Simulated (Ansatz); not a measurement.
# C₂H₉NOSi: one species, many methods

The task here is to estimate one member of a computed series from the others.

Program: Ansatz 0.2.0, Gaussian basis. Level of theory: functionals in def2-TZVPP, the program's frozen cores in correlated methods. These are calculated values, not measurements.

The runs, in order: PBE-D4, r2SCAN-D4, PBE0-D4, B3LYP-D4, ωB97X-V, ωB97M-V, B2PLYP; CCSD(T)/def2-TZVPP; MP2/def2-QZVPP; extrapolation to the limit.

### The geometry

All runs share one geometry, relaxed beforehand with PBE0-D4 in a triple-zeta def2 set.

14 atoms, charge 0, spin multiplicity 1.

Atoms are counted from 1 here; the program's logs count them from 0.

Bond lengths: C1–N2 1.446 Å, C1–H6 1.095 Å, C1–H7 1.093 Å, C1–H8 1.097 Å, N2–Si3 1.705 Å, N2–H9 1.008 Å, Si3–O4 1.647 Å, Si3–H10 1.490 Å, Si3–H11 1.479 Å, O4–C5 1.406 Å, C5–H12 1.092 Å, C5–H13 1.098 Å, C5–H14 1.096 Å. Angles: N2–C1–H6 111.5°, N2–C1–H7 109.3°, N2–C1–H8 113.2°, H6–C1–H7 107.1°, H6–C1–H8 108.0°, H7–C1–H8 107.4°, C1–N2–Si3 125.8°, C1–N2–H9 113.8°, Si3–N2–H9 118.9°, N2–Si3–O4 117.4°, N2–Si3–H10 105.3°, N2–Si3–H11 108.7°, O4–Si3–H10 107.9°, O4–Si3–H11 103.5°, H10–Si3–H11 114.5°, Si3–O4–C5 122.5°, O4–C5–H12 108.6°, O4–C5–H13 111.8° and more.

The first run:

in.yaml

```yaml
crystal:
  periodic: [false, false, false]
  atoms:
    - {symbol: C, position_ang: [-1.635110, -1.050622, 0.359609]}
    - {symbol: N, position_ang: [-0.607784, -1.096225, -0.657040]}
    - {symbol: Si, position_ang: [0.273934, 0.238914, -1.245416]}
    - {symbol: O, position_ang: [1.623651, 0.681128, -0.412109]}
    - {symbol: C, position_ang: [1.572396, 1.157455, 0.909700]}
    - {symbol: H, position_ang: [-2.496592, -1.668974, 0.087925]}
    - {symbol: H, position_ang: [-1.995739, -0.024438, 0.464046]}
    - {symbol: H, position_ang: [-1.281651, -1.376837, 1.345521]}
    - {symbol: H, position_ang: [-0.276068, -2.025827, -0.859422]}
    - {symbol: H, position_ang: [-0.678433, 1.384140, -1.214267]}
    - {symbol: H, position_ang: [0.791045, -0.090918, -2.591433]}
    - {symbol: H, position_ang: [2.550758, 1.565447, 1.170865]}
    - {symbol: H, position_ang: [0.825669, 1.953443, 1.026648]}
    - {symbol: H, position_ang: [1.333914, 0.353314, 1.615381]}
basis:
  gaussian: {orbitals: def2-TZVPP}
hamiltonian: {xc: pbe, dispersion: d4}
output: {forces: true, orbitals: {seedname: orbitals}}
```

Launch:

```bash
> ansatz run in.yaml --threads 2 --pin off --events-out ev --progress --plain --max-ram 22528MiB --backend cuda --devices 0, --max-vram 18GiB
```

Steps of the session up to this table: PBE-D4 (GGA); r2SCAN-D4 (meta-GGA); PBE0-D4 (hybrid); B3LYP-D4 (hybrid); ωB97X-V (range-separated); ωB97M-V (range-separated); B2PLYP (double hybrid); CCSD(T) in def2-TZVPP; MP2 in def2-QZVPP.

One table of the session follows, with a row left open; its other results are not shown here.

It belongs to the step «Atomisation energies». 

| method | atomisation energy (eV) |
| --- | --- |
| PBE-D4 | 53.913 |
| r2SCAN-D4 | 53.165 |
| PBE0-D4 | 53.109 |
| B3LYP-D4 | 53.386 |
| ωB97X-V | 53.480 |
| ωB97M-V | 53.456 |
| B2PLYP | 52.758 |
| HF/def2-TZVPP | 38.777 |
| MP2/def2-TZVPP | ? |
| CCSD/def2-TZVPP | 51.268 |
| CCSD(T)/def2-TZVPP | 51.921 |
| MP2/CBS | 53.845 |
| CCSD(T)/CBS | 53.337 |

Estimate the missing values for MP2/def2-TZVPP.

The run gave: atomisation energy (eV): 52.429. In the column «atomisation energy (eV)» it lies between CCSD(T)/def2-TZVPP (51.921) and B2PLYP (52.758).

Caveats from the session: Free atoms (2 C, 1 N, 1 Si, 1 O, 9 H) were run apart at each level; the atomisation energy is their sum less the molecule, without zero-point or spin-orbit terms.
